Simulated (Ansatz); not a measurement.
Runs of Ansatz 0.2.0 on Hf2Pd2Se2Br2O3. The typed cell holds 11 atoms: a = 5.761 Å, b = 5.870 Å, c = 6.872 Å, α = 96.27°, β = 102.51°, γ = 95.11°. The cell was built by a generator and needn't be a form met in nature.

```tsv
task	level	potentials or basis	U	cell	k mesh	cutoff (eV)	hubbard projectors	double counting	points for each segment of the path	mesh quality	gap on the mesh (eV)	pressure (GPa)	relaxed volume (Å³/atom)	largest force (eV/Å)
single point	B3LYP	Ansatz PAW	-	as given	2 × 2 × 2	420	-	-	-	coarse	1.63	-	-	0.32
single point	PBE	JTH PAW	-	as given	5 × 5 × 4	1380	-	-	-	not flagged	0.20	-0.5	-	0.14
projected density of states	PBE+U	Ansatz PAW	Hf d U = 2 eV, Pd d U = 2 eV	as given	5 × 5 × 4	420	ortho-atomic (the default)	fll (the default)	-	not flagged	0.45	1.1	-	0.14
relaxation of cell and atoms	BLYP	Ansatz PAW	-	relaxed	4 × 4 × 3	420	-	-	-	not flagged	0.19	0.0	21.55	0.01
relaxation of cell and atoms	revPBE	Ansatz PAW	-	relaxed	4 × 4 × 3	420	-	-	-	not flagged	0.24	0.0	20.99	-
relaxation of cell and atoms	r2SCAN+D4	Ansatz PAW	-	relaxed	4 × 4 × 3	500	-	-	-	not flagged	(b)	0.0	19.77	0.01
band structure	PBEsol	Ansatz PAW	-	as given	5 × 5 × 4	420	-	-	10	not flagged	0.18	(a)	-	0.30
```

Alike in all rows: no spin polarisation; smearing fermi-dirac 0.05 eV.

Q: Estimate the missing entries.

A: (a) -4.2; (b) 0.46.

Caveats: some runs use coarse meshes; spin-orbit coupling is left out, which moves the levels of the heavy elements; the PAW data sets come from PBE, with cores solved anew for the run's functional, which leaves a small shift of forces and pressure (some runs); odd divisions of the mesh miss points on the zone boundary, where band edges often lie, so the gap on the mesh can be too wide (some runs); the potentials were made for another functional, which shifts forces and pressure (some runs); the plane-wave basis is chosen anew once the cell has moved, so the energies of steps on either side of that aren't comparable (some runs); the density of states is complete only up to the lowest level of the last band computed (some runs).

A k mesh can miss the band edges, and the runs leave out spin-orbit coupling on Br, Hf, Pd, Se.

Not every run made on this cell is shown here.
